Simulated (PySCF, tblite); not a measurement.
**C₃H₁₁NOSi₄: geometry, infrared bands and NMR shifts**

Wanted: the infrared bands and NMR shifts of C₃H₁₁NOSi₄ (`C#C[Si@@H]1O[SiH2]N(C)[Si@@H]1[SiH3]`), by calculation.

The runs use tblite 0.8.0 and PySCF 2.14.0, with density-fitted response routines of our own; the level of theory stands in each step. All values are computed, except where a source is named. Atoms count from 0, in the outputs and in this text.

## (1) Starting geometry

20 atoms, charge 0, multiplicity 1; geometry from: force field or distance geometry start.

Bonds of the start (Å): C0–C1 1.20, C1–Si2 1.86, Si2–O3 1.70, O3–Si4 1.68, Si4–N5 1.72, N5–C6 1.46, N5–Si7 1.76, Si7–Si8 2.30, Si7–Si2 2.34, C0–H9 1.06, Si2–H10 1.48, Si4–H11 1.48, Si4–H12 1.47, C6–H13 1.10, C6–H14 1.10, C6–H15 1.11, Si7–H16 1.49, Si8–H17 1.48, Si8–H18 1.48, Si8–H19 1.49.

## (2) Relaxing the molecule with GFN2-xTB

The job: settings as JSON, then the geometry in Å.

```
{"job": {"kind": "relax", "xc": "GFN2-xTB", "basis": "xTB"}, "charge": 0, "multiplicity": 1}
C      3.844100     1.416600    -0.278700
C      3.076700     0.510900    -0.087400
Si     1.925800    -0.912300     0.225600
O      1.154400    -1.471700    -1.178700
Si    -0.492500    -1.323500    -1.467000
N     -1.294700    -1.047600     0.034300
C     -2.734300    -0.855700     0.131500
Si    -0.146600    -0.263300     1.108700
Si    -0.182900     2.034900     1.062600
H      4.503200     2.226000    -0.455900
H      2.528800    -2.044400     0.958400
H     -0.734400    -0.135600    -2.316900
H     -1.040800    -2.552900    -2.069400
H     -3.271300    -1.631200    -0.429400
H     -3.048700     0.129300    -0.246400
H     -3.078900    -0.939400     1.186700
H     -0.385700    -0.800500     2.476800
H      0.847400     2.593900     1.968100
H      0.038100     2.543600    -0.313900
H     -1.512700     2.533700     1.518300
```

Started as:

```sh
$ OMP_NUM_THREADS=1 python probes_run.py task.json out
```

The driver reads the jobs from task.json and runs them one after another.

Standard output:

```text
step      E/eV     max force
  0    -706.72601    1.431
  1    -706.81035    0.927
  2    -706.85450    3.288
  3    -706.92132    1.574
  4    -706.96452    1.221
  5    -707.04452    0.447
  6    -707.09327    0.673
  7    -707.13054    0.500
  8    -707.15492    0.266
  9    -707.17317    0.293
 10    -707.18752    0.274
 11    -707.20008    0.275
 12    -707.21272    0.226
 13    -707.22489    0.251
 14    -707.23484    0.204
 15    -707.24158    0.157
 16    -707.24582    0.158
 17    -707.24937    0.165
 18    -707.25301    0.134
 19    -707.25616    0.122
 20    -707.25857    0.161
 21    -707.26069    0.170
 22    -707.26289    0.132
 23    -707.26493    0.101
 24    -707.26648    0.079
 25    -707.26760    0.095
 26    -707.26861    0.092
 27    -707.26967    0.075
 28    -707.27070    0.071
 29    -707.27164    0.064
 30    -707.27264    0.081
 31    -707.27389    0.094
 32    -707.27527    0.101
 33    -707.27647    0.066
 34    -707.27734    0.067
 35    -707.27802    0.056
 36    -707.27867    0.051
 37    -707.27934    0.051
 38    -707.28004    0.058
 39    -707.28076    0.059
 40    -707.28147    0.072
 41    -707.28212    0.066
 42    -707.28273    0.058
 43    -707.28339    0.069
 44    -707.28415    0.067
 45    -707.28490    0.077
 46    -707.28548    0.059
 47    -707.28588    0.053
 48    -707.28631    0.057
 49    -707.28693    0.085
 50    -707.28775    0.100
 51    -707.28861    0.085
 52    -707.28929    0.079
 53    -707.28980    0.052
 54    -707.29027    0.048
 55    -707.29077    0.050
 56    -707.29130    0.057
 57    -707.29185    0.061
 58    -707.29242    0.063
 59    -707.29301    0.064
 60    -707.29358    0.046
 61    -707.29406    0.044
 62    -707.29447    0.045
 63    -707.29483    0.053
 64    -707.29524    0.054
 65    -707.29578    0.063
 66    -707.29646    0.058
 67    -707.29720    0.056
 68    -707.29785    0.046
 69    -707.29834    0.043
 70    -707.29874    0.047
 71    -707.29927    0.050
 72    -707.29993    0.053
 73    -707.30049    0.043
 74    -707.30082    0.041
 75    -707.30103    0.030
 76    -707.30123    0.032
 77    -707.30147    0.040
 78    -707.30171    0.039
 79    -707.30191    0.033
 80    -707.30209    0.036
 81    -707.30231    0.039
 82    -707.30272    0.044
 83    -707.30302    0.037
 84    -707.30322    0.031
 85    -707.30333    0.029
 86    -707.30345    0.024
 87    -707.30359    0.030
 88    -707.30373    0.023
 89    -707.30383    0.020
 90    -707.30390    0.024
 91    -707.30398    0.024
 92    -707.30410    0.031
 93    -707.30423    0.029
 94    -707.30433    0.018
 95    -707.30437    0.015
 96    -707.30441    0.017
 97    -707.30447    0.025
 98    -707.30456    0.026
 99    -707.30463    0.018
100    -707.30467    0.012
101    -707.30470    0.012
102    -707.30474    0.018
103    -707.30481    0.029
104    -707.30490    0.034
105    -707.30500    0.028
106    -707.30507    0.050
107    -707.30511    0.082
108    -707.30519    0.023
109    -707.30532    0.051
110    -707.30546    0.080
111    -707.30558    0.062
112    -707.30564    0.025
113    -707.30568    0.020
114    -707.30572    0.042
115    -707.30579    0.054
116    -707.30587    0.048
117    -707.30593    0.026
118    -707.30596    0.015
119    -707.30598    0.024
120    -707.30602    0.030
121    -707.30607    0.032
122    -707.30613    0.022
123    -707.30617    0.013
124    -707.30619    0.008
```

Wall time 2.8 s (1 thread of Arm Neoverse N1, shared host); peak memory 0.18 GiB.

The steps of the relaxation: (not every step is listed)

```
step  energy from step 0 (eV)  largest force (eV/Å)
   0                   0.0000                1.4308
   1                  -0.0843                0.9268
   2                  -0.1285                3.2877
   3                  -0.1953                1.5739
   4                  -0.2385                1.2210
   5                  -0.3185                0.4467
   6                  -0.3673                0.6726
   7                  -0.4045                0.4998
   8                  -0.4289                0.2659
  19                  -0.5302                0.1216
  30                  -0.5466                0.0806
  41                  -0.5561                0.0665
  52                  -0.5633                0.0789
  63                  -0.5688                0.0528
  74                  -0.5748                0.0409
  85                  -0.5773                0.0289
  96                  -0.5784                0.0166
 107                  -0.5791                0.0818
 118                  -0.5800                0.0149
 119                  -0.5800                0.0245
 120                  -0.5800                0.0299
 121                  -0.5801                0.0320
 122                  -0.5801                0.0222
 123                  -0.5802                0.0130
 124                  -0.5802                0.0081
```

Close pairs (by a distance rule), those that changed most:

```csv
bond,before (Å),after (Å),change (Å)
O3–Si4,1.678,1.623,-0.055
Si2–O3,1.697,1.647,-0.050
Si2–Si7,2.344,2.320,-0.024
C6–H15,1.113,1.091,-0.022
Si8–H19,1.492,1.471,-0.021
Si7–Si8,2.299,2.319,+0.020
Si4–H11,1.481,1.461,-0.019
Si8–H18,1.484,1.468,-0.016
```

The next job starts from the end point, and lists it.

## (3) Harmonic vibrations with GFN2-xTB

The job: settings as JSON, then the geometry in Å.

```
{"job": {"kind": "ir", "xc": "GFN2-xTB", "basis": "xTB"}, "charge": 0, "multiplicity": 1}
C      3.844716     1.210150    -0.544329
C      3.073475     0.338560    -0.241316
Si     1.861872    -0.976600     0.255449
O      1.162566    -1.537190    -1.126106
Si    -0.419132    -1.482834    -1.487318
N     -1.117723    -0.807190    -0.055749
C     -2.547937    -0.629274     0.016856
Si    -0.083338    -0.133834     1.198791
Si    -0.477001     2.145270     1.371543
H      4.524835     1.966617    -0.815913
H      2.617914    -2.135916     0.742062
H     -0.570812    -0.611657    -2.650536
H     -0.874955    -2.854917    -1.684483
H     -3.050330    -1.375626    -0.597261
H     -2.849811     0.362011    -0.338524
H     -2.890933    -0.739655     1.046837
H     -0.509831    -0.858765     2.428141
H      0.445053     2.754695     2.336374
H     -0.319906     2.892669     0.117459
H     -1.823871     2.484165     1.855300
```

Standard output:

```text
mode    cm-1     km/mol
  1      31.2      0.05
  2      37.5      0.39
  3      45.5      0.16
  4      76.4      0.71
  5      91.4      1.45
  6      99.1      0.36
  7     116.7      2.06
  8     154.7      2.92
  9     221.3     12.93
 10     230.4      3.18
 11     252.2     17.37
 12     276.0      9.09
 13     307.3     14.36
 14     344.1      2.13
 15     366.5     20.71
 16     420.5     16.44
 17     430.9     17.90
 18     490.8     11.68
 19     524.6    261.72
 20     530.8     45.74
 21     561.1     10.27
 22     570.0     84.23
 23     593.8      7.26
 24     620.8    168.10
 25     647.5     26.85
 26     661.8    116.86
 27     680.8    146.59
 28     682.5     65.34
 29     712.2    336.68
 30     777.9    728.08
 31     792.0    181.16
 32     807.1    107.96
 33     810.0    176.62
 34     830.1    120.03
 35     894.7    142.40
 36     972.0    547.22
 37    1103.9      6.26
 38    1161.0     74.65
 39    1190.4    120.85
 40    1429.0      0.41
 41    1501.1      3.55
 42    1506.9      2.75
 43    1994.2    373.51
 44    2179.0    325.17
 45    2190.1    345.99
 46    2201.5     25.01
 47    2211.5    251.03
 48    2221.7    270.95
 49    2257.3    500.62
 50    2299.4    246.97
 51    2903.7     55.59
 52    2970.6     33.96
 53    2996.1     51.92
 54    3345.9      1.45
```

Wall time 2.5 s (1 thread of Arm Neoverse N1, shared host); peak memory 0.18 GiB.

Which atoms move in the most intense modes:

| cm⁻¹ | km/mol | atoms |
| --- | --- | --- |
| 712 | 336.7 | Si2 24 %, H10 24 % |
| 778 | 728.1 | H18 16 %, H11 15 %, H12 15 %, H17 14 % |
| 972 | 547.2 | O3 66 %, Si4 13 % |
| 1994 | 373.5 | H16 97 % |
| 2179 | 325.2 | H10 96 % |
| 2190 | 346.0 | H19 92 % |
| 2222 | 270.9 | H17 95 % |
| 2257 | 500.6 | H11 68 %, H12 27 % |

## (4) Nuclear shieldings: PBE0/pcSseg-1

Settings changed since step 3:

```diff
@@ -1,2 +1,2 @@
-{"job": {"kind": "ir", "xc": "GFN2-xTB", "basis": "xTB"}, "charge": 0, "multiplicity": 1}
+{"job": {"kind": "nmr", "xc": "PBE0", "basis": "pcSseg-1"}, "charge": 0, "multiplicity": 1}
 C      3.844716     1.210150    -0.544329
```

With the program's defaults for keys left out, this is: GIAO PBE0/pcSseg-1 NMR shielding, non-relativistic, gas phase.

Standard output:

```text
coarse grid: 18728 points
cycle   1  E = -1407.8667066584  dE =  1.030e+00  |g| = 8.926e-01  |ddm| = 4.278e+00
cycle   2  E = -1407.5955460678  dE =  2.712e-01  |g| = 1.459e+00  |ddm| = 2.290e+00
cycle   3  E = -1408.0179297016  dE = -4.224e-01  |g| = 1.569e-01  |ddm| = 1.659e+00
cycle   4  E = -1408.0224573044  dE = -4.528e-03  |g| = 6.986e-02  |ddm| = 2.090e-01
cycle   5  E = -1408.0233501973  dE = -8.929e-04  |g| = 3.595e-02  |ddm| = 8.623e-02
cycle   6  E = -1408.0236518053  dE = -3.016e-04  |g| = 8.482e-03  |ddm| = 3.188e-02
cycle   7  E = -1408.0236672693  dE = -1.546e-05  |g| = 3.295e-03  |ddm| = 8.768e-03
cycle   8  E = -1408.0236696833  dE = -2.414e-06  |g| = 5.684e-04  |ddm| = 3.471e-03
final grid: 162624 points
cycle   9  E = -1408.0833194431  dE = -2.221e-05  |g| = 9.065e-03  |ddm| = 2.874e-02
cycle  10  E = -1408.0832964737  dE =  2.297e-05  |g| = 1.406e-02  |ddm| = 1.984e-02
cycle  11  E = -1408.0833359058  dE = -3.943e-05  |g| = 1.486e-03  |ddm| = 1.262e-02
cycle  12  E = -1408.0833363601  dE = -4.543e-07  |g| = 3.931e-04  |ddm| = 1.432e-03
cycle  13  E = -1408.0833363846  dE = -2.449e-08  |g| = 2.251e-04  |ddm| = 3.824e-04
cycle  14  E = -1408.0833363971  dE = -1.249e-08  |g| = 3.377e-05  |ddm| = 1.686e-04
cycle  15  E = -1408.0833363974  dE = -2.719e-10  |g| = 9.648e-06  |ddm| = 5.211e-05
converged SCF energy = -1408.0833363974

GIAO shielding tensors (ppm)
atom      isotropic    diamagn.    paramagn.     s11        s22        s33       span
  0 C       82.097     261.141    -179.044      1.745      6.469    238.078    236.333
  1 C       95.851     261.350    -165.499     -4.043      1.719    289.876    293.919
  2 Si     376.371     880.200    -503.829    318.692    369.444    440.978    122.286
  3 O      279.828     401.873    -122.045    215.102    280.479    343.902    128.800
  4 Si     370.319     883.090    -512.771    344.806    355.746    410.405     65.599
  5 N      256.429     335.014     -78.584    223.112    242.350    303.826     80.713
  6 C      155.667     241.978     -86.310    130.050    149.274    187.678     57.627
  7 Si     395.159     883.711    -488.552    337.139    372.836    475.502    138.363
  8 Si     471.399     881.622    -410.222    451.678    476.655    485.865     34.187
  9 H       29.498      33.403      -3.905     24.422     24.959     39.113     14.690
 10 H       25.883      27.486      -1.603     22.204     23.944     31.500      9.295
 11 H       26.632      31.491      -4.859     23.527     23.988     32.381      8.854
 12 H       26.713      30.080      -3.367     23.207     23.915     33.017      9.810
 13 H       28.913      28.383       0.530     23.547     26.743     36.450     12.903
 14 H       28.807      29.653      -0.847     23.819     26.872     35.729     11.910
 15 H       28.844      28.874      -0.030     24.202     26.579     35.750     11.548
 16 H       26.478      30.547      -4.068     22.317     25.132     31.986      9.669
 17 H       28.460      29.710      -1.250     25.026     26.174     34.181      9.155
 18 H       28.086      30.835      -2.749     24.957     26.221     33.080      8.122
 19 H       27.842      29.706      -1.863     24.215     26.181     33.131      8.916
```

Wall time 1.7 min (1 thread of Arm Neoverse N1, shared host); peak memory 1.1 GiB.

Shifts follow as δ = σ(reference) − σ, with reference shieldings (ppm) from runs at the same level and on the same kind of geometry: 1H TMS 31.72, 13C TMS 186.9, 29Si TMS 349.2, 15N NH3 267.7, 17O H2O 336.1. The references are single molecules in the gas phase, so shifts against H2O, NH3, PH3, H3PO4 or CFCl3 are not on the usual liquid scales and can be off by tens of ppm. Atoms listed in one row are averaged.

```csv
atoms,environment,σ (ppm),δ (ppm),δ scaled to CDCl3
C0,terminal alkyne carbon,82.1,104.8,100.4
C1,alkyne carbon,95.9,91.1,87.0
C6,methyl carbon bonded to N,155.7,31.3,28.6
H10,"hydrogen on a silicon bonded to C, O, Si, in a 5-membered ring",25.88,5.83,–
H16,"hydrogen on a silicon bonded to N, 2 Si, in a 5-membered ring",26.48,5.24,–
H11,"hydrogen on a silicon bonded to N, O, in a 5-membered ring",26.63,5.09,–
H12,"hydrogen on a silicon bonded to N, O, in a 5-membered ring",26.71,5.00,–
"H17, H18, H19",hydrogen on a silicon bonded to Si,28.13,3.59,–
"H13, H14, H15",hydrogen on a methyl carbon bonded to N,28.85,2.86,2.80
H9,hydrogen on a terminal alkyne carbon,29.50,2.22,2.20
Si4,"silicon bonded to N, O, 2 H, in a 5-membered ring",370.3,-21.2,–
Si2,"silicon bonded to C, O, Si, H, in a 5-membered ring",376.4,-27.2,–
Si7,"silicon bonded to N, 2 Si, H, in a 5-membered ring",395.2,-46.0,–
Si8,"silicon bonded to Si, 3 H",471.4,-122.2,–
O3,"oxygen bonded to 2 Si, in a 5-membered ring",279.8,56.3,–
N5,"nitrogen bonded to C, 2 Si, in a 5-membered ring",256.4,11.3,–
```

The scaled column applies a straight-line fit of computed shieldings to shifts measured in CDCl3 (root-mean-square error 0.16 ppm for H, 1.9 ppm for C).

The run also stored atomic charges by several schemes (e):

| atoms | Mulliken | IAO | Hirshfeld | ESP fit |
| --- | --- | --- | --- | --- |
| C0 | -0.19 | -0.18 | -0.08 | -0.38 |
| C1 | -0.18 | -0.34 | -0.16 | -0.07 |
| Si2 | 0.81 | 0.89 | 0.36 | 0.35 |
| O3 | -0.73 | -0.88 | -0.31 | -0.43 |
| Si4 | 0.99 | 1.12 | 0.42 | 0.66 |
| N5 | -0.96 | -0.78 | -0.27 | -0.29 |
| C6 | -0.05 | -0.30 | -0.07 | -0.45 |
| Si7 | 0.22 | 0.42 | 0.22 | 0.24 |
| Si8 | 0.21 | 0.26 | 0.20 | 0.21 |

Mayer bond orders: C0–C1 2.55, C1–Si2 0.88, Si2–O3 0.91, O3–Si4 0.95, Si4–N5 0.93, N5–C6 0.94, N5–Si7 0.89, Si7–Si8 0.87, Si7–Si2 0.92.

Ring of atoms Si2, O3, Si4, N5, Si7: NICS(0) -5.9, NICS(1) -2.5, NICS(1)zz -0.6 ppm (means of both faces).

## (5) Outcome

| quantity | value |
| --- | --- |
| strongest single infrared mode (GFN2-xTB) | 778 cm⁻¹, 728 km/mol |
| zero-point energy (GFN2-xTB) | 77.7 kcal/mol |
| 13C shifts against TMS (PBE0/pcSseg-1) | 104.8, 91.1, 31.3 ppm |
| 1H shifts against TMS (PBE0/pcSseg-1, means over atoms taken as alike) | 5.83, 5.24, 5.09, 5.00, 3.59, 2.86, 2.22 ppm |
| 29Si shifts against TMS (PBE0/pcSseg-1) | -21.2, -27.2, -46.0, -122.2 ppm |
| 17O shifts against H2O (PBE0/pcSseg-1) | 56.3 ppm |
| 15N shifts against NH3 (PBE0/pcSseg-1) | 11.3 ppm |

What this shows: Relaxing lowered the energy by 0.580 eV in 124 steps; the close pair that moved most is O3–Si4, from 1.678 to 1.623 Å. No mode is imaginary among the 54: a minimum at this level. The strongest single mode, at 778 cm⁻¹, has its largest shares on H18, H11, H12 and H17 (the list is cut at 4 atoms). Unscaled tight-binding wavenumbers are off by several per cent, some by more. Its intensities can rank the bands wrongly. At PBE0/pcSseg-1: The widest tensor belongs to C1: span 294 ppm, with a paramagnetic part of -165 ppm.
